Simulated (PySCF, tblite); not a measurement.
# C8H9 radical: geometry, infrared bands and EPR parameters

What infrared bands and EPR parameters should C8H9 radical (`C=C[C]=CC=C1CC1`) show?

Computed with tblite 0.8.0 and PySCF 2.14.0, with density-fitted response routines of our own, on a single molecule in the gas phase. Atoms count from 0, in the outputs and in this text.

### 1 The starting structure

17 atoms, charge 0, multiplicity 2; geometry from: force field or distance geometry start.

Bonds of the start (Å): C0–C1 1.34, C1–C2 1.44, C2–C3 1.33, C3–C4 1.47, C4–C5 1.33, C5–C6 1.48, C6–C7 1.50, C7–C5 1.48, C0–H8 1.09, C0–H9 1.07, C1–H10 1.09, C3–H11 1.09, C4–H12 1.10, C6–H13 1.13, C6–H14 1.12, C7–H15 1.11, C7–H16 1.12.

### 2 Optimising the geometry with GFN2-xTB

The job: settings as JSON, then the geometry in Å.

```
{"job": {"kind": "relax", "xc": "GFN2-xTB", "basis": "xTB"}, "charge": 0, "multiplicity": 2}
C      4.103400     0.131100    -0.347500
C      2.964300    -0.370800     0.160000
C      1.748800     0.312900    -0.179700
C      0.608000    -0.156900     0.304600
C     -0.613200     0.568500    -0.064900
C     -1.819200     0.203900     0.345600
C     -2.779400    -0.641700     1.090500
C     -3.262300     0.535100     0.297000
H      3.955600     1.010900    -0.973900
H      5.063100    -0.298900    -0.148000
H      3.006500    -1.249300     0.803800
H      0.553400    -1.030000     0.954900
H     -0.522400     1.448600    -0.718600
H     -2.927300    -1.687500     0.698200
H     -2.745600    -0.527900     2.205600
H     -3.629100     1.375800     0.926400
H     -3.711400     0.388300    -0.714300
```

On the command line:

```sh
OMP_NUM_THREADS=1 python probes_run.py task.json out
```

This one command runs all jobs of the session in turn.

**Question.** This job is followed by: GFN2-xTB harmonic vibrations, gas phase; UKS B3LYP, pcH-1 on C H, non-relativistic, mean-field spin-orbit, GIAO. Predict these results of the whole session: strongest single infrared mode (GFN2-xTB); zero-point energy (GFN2-xTB); g(iso) (B3LYP); ⟨S²⟩; largest a(iso) (averaged by class); potential on the surface of density 0.002 e/bohr³, 1st and 99th percentile.

As calculated:

| quantity | value |
| --- | --- |
| strongest single infrared mode (GFN2-xTB) | 1928 cm⁻¹, 119 km/mol |
| zero-point energy (GFN2-xTB) | 84.7 kcal/mol |
| g(iso) (B3LYP) | 2.00239 |
| ⟨S²⟩ | 0.777 (exact 0.75) |
| largest a(iso) (averaged by class) | 1H on H11, 102.6 MHz |
| potential on the surface of density 0.002 e/bohr³, 1st and 99th percentile | -0.62 V and 0.79 V |

Relaxing lowered the energy by 1.220 eV in 151 steps; the close pair that moved most is C1–C2, from 1.435 to 1.346 Å. All 45 modes are real, so the xTB geometry is a minimum. The strongest single mode, at 1928 cm⁻¹, moves mainly C2. GFN2-xTB is a fitted tight-binding method: band positions and strengths are rough. Its intensities can rank the bands wrongly. The largest spin populations lie on C0 (0.72 e), C2 (0.62 e). The isotropic g lies 0.1 ppt above the free-electron value. These values are for one conformer; the search (at its own cheap level) found 2 more, at 0.01, 0.89 kcal/mol (those within 0.05 may be mirror or relabelled copies), and measured spectra average over such forms.
